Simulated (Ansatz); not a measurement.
Task: a relaxed scan of one distance of H4NSeSi, SMILES [NH][SiH2][SeH], with Ansatz 0.2.0, Python API. Give the script and its output. Use (for the species named): PBE0, def2-SVP basis, multiplicity 2, D3BJ dispersion.

```yaml
atoms:
  - { symbol: N, position_ang: [-1.0796, 1.1938, -0.0572] }
  - { symbol: Si, position_ang: [-0.4750, -0.4875, 0.0303] }
  - { symbol: Se, position_ang: [1.5095, -0.6414, -1.0827] }
  - { symbol: H, position_ang: [-0.3582, 1.7966, 0.3978] }
  - { symbol: H, position_ang: [-1.4549, -1.3932, -0.5876] }
  - { symbol: H, position_ang: [-0.2774, -0.8648, 1.4378] }
  - { symbol: H, position_ang: [2.1355, 0.3964, -0.1384] }
```

`relaxed_scan_h4nsesi.py`
```python
import ansatz
from ase import Atoms
import numpy as np


def main() -> None:
    atoms = Atoms(["N", "Si", "Se", "H", "H", "H", "H"], positions=[
        (-1.0796, 1.1938, -0.0572),
        (-0.475, -0.4875, 0.0303),
        (1.5095, -0.6414, -1.0827),
        (-0.3582, 1.7966, 0.3978),
        (-1.4549, -1.3932, -0.5876),
        (-0.2774, -0.8648, 1.4378),
        (2.1355, 0.3964, -0.1384),
    ])
    system = ansatz.Crystal.molecule_from_ase(atoms)

    model = (
        system.calculation()
        .basis(gaussian="def2-SVP")
        .functional("PBE0", dispersion="d3bj")
        .spin("collinear", total=1)
    )
    symbols = [site.symbol for site in system.cartesian_sites]
    pairs = [(0, 1), (0, 3), (1, 2), (1, 4), (1, 5), (2, 6)]
    print("held (A)   E (eV)        ", "  ".join(f"{symbols[i]}{i}-{symbols[j]}{j}" for i, j in pairs))
    for length in [2.1, 2.28, 2.46, 2.74, 3.08]:
        summary = model.relax(constraints=[ansatz.DistanceConstraint((1, 2), at=length)], force_tolerance=0.02, max_steps=60).run(threads=1).report
        xyz = np.array(summary["positions_ang"])
        print(f"{length:6.2f} {summary['free_energy_ev']:14.5f}  ", "  ".join(f"{np.linalg.norm(xyz[i] - xyz[j]):.3f}" for i, j in pairs))


if __name__ == "__main__":
    main()
```

```console
$ python relaxed_scan_h4nsesi.py
held (A)   E (eV)         N0-Si1  N0-H3  Si1-Se2  Si1-H4  Si1-H5  Se2-H6
DeckWarning: relax.constraints: the input's atoms, or those drawn, lie off the distances that are held; a relaxation that starts there is brought onto them ahead of its first SCF, by positions alone, an atom by 9.03e-2 Å at the most. With the symmetry [...]
  2.10   -74756.85280   1.763  1.028  2.100  1.490  1.500  1.472
  2.28   -74757.14686   1.756  1.029  2.280  1.485  1.497  1.473
  2.46   -74757.00997   1.741  1.028  2.460  1.483  1.494  1.473
  2.74   -74756.48202   1.705  1.026  2.740  1.481  1.492  1.474
  3.08   -74755.92973   1.645  1.021  3.080  1.480  1.493  1.474
```
(Warnings from the package without file and line, shortened, repeats left out.)

Notes:
- Total energies depend on the basis set; only differences at equal settings carry meaning.
- The energies are electronic: no zero-point or thermal terms, and the basis set is short of its limit.
- The species is open-shell (spin multiplicity 2).
- Run time: 6.2 min on 1 thread of Arm Neoverse V2, on a shared host, peak memory 0.31 GiB.
